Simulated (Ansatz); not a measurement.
Set up this calculation in Ansatz 0.2.0, as the native input.

| Item | Value |
| --- | --- |
| Task | single point |
| Functional | PBE |
| Potentials or basis | Ansatz PAW |
| Cutoff | 420 eV (not typed: the program's choice for these potentials) |
| k mesh | 11 × 11 × 11 |
| Occupations | fermi-dirac, width 0.05 eV |
| Spin | no spin polarisation |

NbPd4:

```
Pd Nb
1.0
     1.41760    0.81845   11.49527
    -1.41760    0.81845   11.49527
     0.00000   -1.63690   11.49527
Pd Nb
4 1
Direct
  0.60537 0.60511 0.59067
  0.21496 0.17200 0.21119
  0.80041 0.79844 0.80136
  0.40664 0.39778 0.39398
  0.00331 0.00572 0.99271
```

The cell comes from a database or a generator and needn't be the stable form of this composition.

The cell isn't the ideal one: atoms moved at random, drawn with an rms of 0.05 Å.

The input as run:

input.yaml

```yaml
crystal:
  lattice:
    - [1.4176001398, 0.8184518223, 11.4952655238]
    - [-1.4176001398, 0.8184518223, 11.4952655238]
    - [0.0, -1.6369036446, 11.4952655238]
  atoms:
    - { symbol: Pd, position: [0.605373, 0.60511, 0.590672] }
    - { symbol: Pd, position: [0.214961, 0.172, 0.211194] }
    - { symbol: Pd, position: [0.800406, 0.798439, 0.801364] }
    - { symbol: Pd, position: [0.406644, 0.397779, 0.393982] }
    - { symbol: Nb, position: [0.003311, 0.005722, -0.007287] }
hamiltonian:
  xc: pbe
  pseudopotentials: { kind: paw }
kpoints:
  mp_grid: { grid: [11, 11, 11] }
scf:
  occupations: { method: fermi_dirac, width: 0.05 }
output:
  forces: true
  stress: true
  eigenvalues: true
```

Potentials or basis: Ansatz PAW.

Run with:

```bash
$ ansatz run input.yaml --threads 2 --pin off --max-ram 5120MiB --backend cpu --events-out ev --progress --plain --runs-dir out
```

It gave:

* Pressure: -1.9 GPa
* Largest force: 0.274 eV/Å
* Band gap on the k mesh: none (metal or under the smearing width)

Wall time 100 s on 2 threads of Arm Neoverse V2, on a shared host, peak memory 1.8 GiB.
